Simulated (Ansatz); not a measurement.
# SnNH₇ (built from SMILES N.[SnH4]): Born-Oppenheimer dynamics

Aim: follow the atoms for 40 steps of 0.5 fs at constant energy, with velocities drawn for 700 K, and see to which side of the barrier the system falls.

The runs use Ansatz 0.2.0, Gaussian basis; PBE0-D4/def2-SVP.

**1. Where the work starts**

The start, a first-order saddle point found at PBE0-D4 in triple zeta: 9 atoms, charge 0, spin multiplicity 1.

Atoms are counted from 1 here; the program's logs count them from 0.

Bond lengths: Sn1–H3 1.700 Å, Sn1–H4 1.700 Å, Sn1–H5 1.736 Å, Sn1–N7 2.183 Å, H6–N7 1.241 Å, N7–H8 1.016 Å, N7–H9 1.016 Å. Angles: H3–Sn1–H4 118.9°, H3–Sn1–H5 106.2°, H3–Sn1–N7 113.9°, H4–Sn1–H5 106.2°, H4–Sn1–N7 113.9°, H5–Sn1–N7 93.9°, Sn1–N7–H6 75.9°, Sn1–N7–H8 116.8°, Sn1–N7–H9 116.9°, H6–N7–H8 117.8°, H6–N7–H9 118.0°, H8–N7–H9 108.6°.

Coordinates:

```mol
H7NSn
  3D, bonds by distance, orders not assigned

  9  7  0  0  0  0  0  0  0  0999 V2000
   -0.8866   -0.4606   -0.1372 Sn  0  0
    0.9417   -1.1962    0.8772 H   0  0
   -0.6920   -1.7926   -1.1755 H   0  0
   -1.6564   -0.6926    1.3608 H   0  0
   -1.8528    0.6918   -1.0042 H   0  0
    1.2216   -0.1814    0.5420 H   0  0
    0.8568    0.8501   -0.0436 N   0  0
    0.7625    1.6996    0.5060 H   0  0
    1.3053    1.0819   -0.9255 H   0  0
  1  3  8  0
  1  4  8  0
  1  5  8  0
  1  7  8  0
  6  7  8  0
  7  8  8  0
  7  9  8  0
M  END
```

**2. Dynamics**

Contents of md/in.yaml:

```yaml
crystal:
  periodic: [false, false, false]
  atoms:
    - {symbol: Sn, position_ang: [-0.886560, -0.460577, -0.137158]}
    - {symbol: H, position_ang: [0.941721, -1.196183, 0.877194]}
    - {symbol: H, position_ang: [-0.691981, -1.792601, -1.175511]}
    - {symbol: H, position_ang: [-1.656426, -0.692617, 1.360805]}
    - {symbol: H, position_ang: [-1.852810, 0.691779, -1.004227]}
    - {symbol: H, position_ang: [1.221569, -0.181364, 0.541974]}
    - {symbol: N, position_ang: [0.856817, 0.850117, -0.043588]}
    - {symbol: H, position_ang: [0.762493, 1.699581, 0.506004]}
    - {symbol: H, position_ang: [1.305277, 1.081865, -0.925493]}
basis:
  gaussian: {orbitals: def2-SVP}
hamiltonian: {xc: pbe0, dispersion: d4}
md: {n_steps: 40, timestep: 0.5, temperature: 700, ensemble: nve, seed: 441, initial_velocities: maxwell_boltzmann}
```

Started as:

```console
$ ansatz run in.yaml --threads 2 --pin off --events-out ev --progress --plain --max-ram 4352MiB
```

Before running it: what results should come out? Wanted: temperature at the start; mean temperature, second half; lowest and highest potential energy, from the first frame; largest change of potential + kinetic.

As calculated:

| quantity | value |
| --- | --- |
| length | 40 steps, 20.0 fs |
| temperature at the start | 700 K |
| mean temperature, second half | 712 K |
| lowest and highest potential energy, from the first frame | -486 and 288 meV |
| largest change of potential + kinetic | 1.7 meV |

What this shows: By the last frame it has moved back towards the start side of the step. The system runs downhill by 0.49 eV, and that energy turns into motion. With no thermostat the total energy should stay fixed; it holds within 1.7 meV, small beside the kinetic energy, so the time step serves. With 9 atoms the instant temperature spans 383 to 1237 K.
